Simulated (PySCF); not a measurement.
**SiH(NHiPr)3: geometry, NMR shifts and electronic excitations**

What NMR shifts and electronic excitations should SiH(NHiPr)3 (`[H][Si](NC(C)C)(NC(C)C)NC(C)C`) show?

Computed with PySCF 2.14.0, with density-fitted response routines of our own, on a single molecule in the gas phase. Atoms are numbered from 0 throughout.

## 1. The starting structure

38 atoms, charge 0, multiplicity 1; geometry from: GFN2-xTB. The atoms were then displaced at random by about 0.03 Å, so the start is not that level's minimum.

Bonds of the start (Å): Si0–H1 1.47, Si0–N2 1.63, Si0–N14 1.80, Si0–N26 1.73, N2–C3 1.59, N2–H6 1.02, C3–C4 1.49, C3–C5 1.55, C3–H7 1.07, C4–H8 1.16, C4–H9 1.11, C4–H10 1.06, C5–H11 1.08, C5–H12 1.03, C5–H13 1.07, N14–C15 1.48, N14–H18 1.01, C15–C16 1.51, C15–C17 1.56, C15–H19 1.12, C16–H20 1.08, C16–H21 1.02, C16–H22 1.11, C17–H23 1.07, C17–H24 1.00, C17–H25 1.09, N26–C27 1.37, N26–H30 1.04, C27–C28 1.50, C27–C29 1.46 and more.

## 2. Geometry optimisation at PBE0-D3(BJ)/def2-SVP

The job: settings as JSON, then the geometry in Å.

```
{"job": {"xc": "PBE0", "basis": "def2-SVP", "d3": "d3bj", "grid": 1, "maxiter": 40, "shake": 0.03, "kind": "geom"}, "charge": 0, "multiplicity": 1}
Si     0.065030    -0.072910    -0.286260
H     -0.008920    -0.014730     1.179700
N      1.526730    -0.094140    -0.999250
C      2.882180     0.546930    -0.468290
C      3.321940    -0.209110     0.743980
C      2.514380     2.021530    -0.141670
H      1.830680    -0.989720    -1.378300
H      3.593160     0.508700    -1.263840
H      2.607810    -0.107300     1.647490
H      4.262420     0.245870     1.126780
H      3.473550    -1.248060     0.573840
H      1.792250     2.095470     0.664650
H      3.359160     2.512480     0.175550
H      2.121700     2.534980    -0.999610
N     -0.724200     1.393340    -0.959440
C     -1.861030     2.176750    -0.422070
C     -1.508380     2.998250     0.792180
C     -3.024860     1.186490    -0.118140
H     -0.050420     2.044000    -1.350340
H     -2.275450     2.845830    -1.216370
H     -1.261710     2.307510     1.578890
H     -2.350300     3.488180     1.092580
H     -0.671550     3.679310     0.516100
H     -2.709830     0.480190     0.620190
H     -3.824520     1.682150     0.214920
H     -3.293910     0.650980    -1.028820
N     -0.881990    -1.372890    -0.919150
C     -0.901090    -2.647730    -0.420620
C     -1.814090    -2.800160     0.757890
C      0.452000    -3.141000    -0.180650
H     -1.773480    -1.067830    -1.365700
H     -1.333000    -3.345140    -1.296550
H     -1.407850    -2.154690     1.616460
H     -1.901770    -3.825690     1.113030
H     -2.827950    -2.380830     0.532940
H      0.932030    -2.579300     0.658560
H      0.436430    -4.138750     0.244580
H      1.145390    -3.193750    -1.034930
```

Command:

```bash
> OMP_NUM_THREADS=2 python probes_run.py task.json out
```

This one command runs all jobs of the session in turn.

**Question.** This job is followed by: GIAO PBE0/pcSseg-1 NMR shielding, non-relativistic, gas phase; TDDFT CAM-B3LYP/def2-SVPD, vertical, gas phase, core orbitals frozen in the response; GIAO B3LYP/pcSseg-1 NMR shielding, non-relativistic, gas phase. What will the session give for the following? rotational constants (main isotopes); ¹³C shifts against TMS (PBE0/pcSseg-1, means over atoms taken as alike); ¹H shifts against TMS (PBE0/pcSseg-1, means over atoms taken as alike); ²⁹Si shifts against TMS (PBE0/pcSseg-1); ¹⁵N shifts against NH3 (PBE0/pcSseg-1, means over atoms taken as alike); surface potential, 1st and 99th percentile; lowest singlet (CAM-B3LYP/def2-SVPD); lowest triplet; range of the shift of N2.

The runs gave:

| quantity | value |
| --- | --- |
| rotational constants (main isotopes) | 0.61, 0.60, 0.34 GHz |
| ¹³C shifts against TMS (PBE0/pcSseg-1, means over atoms taken as alike) | 46.7, 28.1 ppm |
| ¹H shifts against TMS (PBE0/pcSseg-1, means over atoms taken as alike) | 5.94, 2.95, 1.19, 0.32 ppm |
| ²⁹Si shifts against TMS (PBE0/pcSseg-1) | -49.1 ppm |
| ¹⁵N shifts against NH3 (PBE0/pcSseg-1, means over atoms taken as alike) | 67.6 ppm |
| surface potential, 1st and 99th percentile | -1.03 V and 1.06 V |
| lowest singlet (CAM-B3LYP/def2-SVPD) | 6.02 eV (206 nm), f = 0.017 |
| lowest triplet | 5.84 eV |
| range of the shift of N2 | 67.6 to 71.9 ppm |

In words: The start was shaken at random, so part of the energy gained undoes that. The optimisation took 10 steps and gained 1.956 eV; among the close pairs (by a distance rule), N2–C3 changed most, from 1.591 to 1.453 Å. At PBE0/pcSseg-1: The largest span, 82 ppm, is at N2, N14, N26, where the paramagnetic term is -134 ppm. The lowest singlet, at 6.02 eV, is HOMO→LUMO 0.62, HOMO→LUMO+3 0.10 and is weak; of the 10 states computed, the strongest absorption comes from states 2 to 3 together at 6.16 eV. The lowest triplet lies 0.18 eV below the lowest singlet (triplets in Tamm-Dancoff, singlets in full TDDFT). Across the 2 runs the shift of N2 (with its like atoms) moves most, between 67.6 (PBE0/pcSseg-1) and 71.9 ppm (B3LYP/pcSseg-1).
